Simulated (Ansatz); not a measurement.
# C3H8O2SSi: the cost of one run

All numbers below are computed with Ansatz 0.2.0 (RKS PBE/STO-3G).

### 1 The structure to begin with

Bond lengths: C1–C2 1.555 Å, C2–O3 1.450 Å, C2–C4 1.590 Å, C4–O5 1.241 Å, C2–S6 1.824 Å, S6–Si7 2.124 Å, C1–H8 1.099 Å, C1–H9 1.033 Å, C1–H10 1.130 Å, O3–H11 0.966 Å, C4–H12 1.063 Å, Si7–H13 1.499 Å, Si7–H14 1.520 Å, Si7–H15 1.468 Å. Angles (14 of 23 angles, heavy atoms first): C1–C2–O3 110.8°, C1–C2–C4 107.6°, C1–C2–S6 111.5°, O3–C2–C4 110.6°, O3–C2–S6 111.4°, C4–C2–S6 104.8°, C2–C4–O5 119.4°, C2–S6–Si7 105.5°, C2–C1–H8 105.8°, C2–C1–H9 113.2°, C2–C1–H10 108.2°, C2–O3–H11 103.8°, C2–C4–H12 115.3°, O5–C4–H12 125.2°.

As a file:

```xyz
15

C    -0.1168   -1.5093   -0.5024
C     0.2076    0.0066   -0.6299
O    -0.9889    0.7639   -0.9398
C     1.2877    0.1707   -1.7845
O     1.0692    0.9624   -2.7147
S     1.0295    0.6419    0.8699
Si   -0.5050    0.8148    2.3288
H    -0.5352   -1.8085   -1.4731
H     0.7003   -2.0790   -0.2279
H    -0.9495   -1.6304    0.2525
H    -0.6598    1.5198   -1.4437
H     2.1232   -0.4838   -1.7204
H    -1.2796   -0.4637    2.4347
H    -1.4920    1.9055    1.9469
H     0.0872    1.1383    3.6330
```

### 2 Relaxing end A

The input, input.yaml:

```yaml
crystal:
  periodic: [false, false, false]
  atoms:
    - { symbol: C, position_ang: [-0.1168, -1.5093, -0.5024] }
    - { symbol: C, position_ang: [0.2076, 0.0066, -0.6299] }
    - { symbol: O, position_ang: [-0.9889, 0.7639, -0.9398] }
    - { symbol: C, position_ang: [1.2877, 0.1707, -1.7845] }
    - { symbol: O, position_ang: [1.0692, 0.9624, -2.7147] }
    - { symbol: S, position_ang: [1.0295, 0.6419, 0.8699] }
    - { symbol: Si, position_ang: [-0.505, 0.8148, 2.3288] }
    - { symbol: H, position_ang: [-0.5352, -1.8085, -1.4731] }
    - { symbol: H, position_ang: [0.7003, -2.079, -0.2279] }
    - { symbol: H, position_ang: [-0.9495, -1.6304, 0.2525] }
    - { symbol: H, position_ang: [-0.6598, 1.5198, -1.4437] }
    - { symbol: H, position_ang: [2.1232, -0.4838, -1.7204] }
    - { symbol: H, position_ang: [-1.2796, -0.4637, 2.4347] }
    - { symbol: H, position_ang: [-1.492, 1.9055, 1.9469] }
    - { symbol: H, position_ang: [0.0872, 1.1383, 3.633] }
basis:
  gaussian: { orbitals: STO-3G }
hamiltonian:
  xc: pbe
relax:
  f_tol: 0.015
  max_steps: 40
```

The run is started by

```bash
$ ansatz run input.yaml --threads 1 --pin off --max-ram 2048MiB --backend cpu --events-out ev --progress --plain --runs-dir out
```

**Question.** How long does this run take on 1 thread of Arm Neoverse N1, shared host, and how much memory does it need?

About 3.7 min, with a peak of 0.17 GiB.
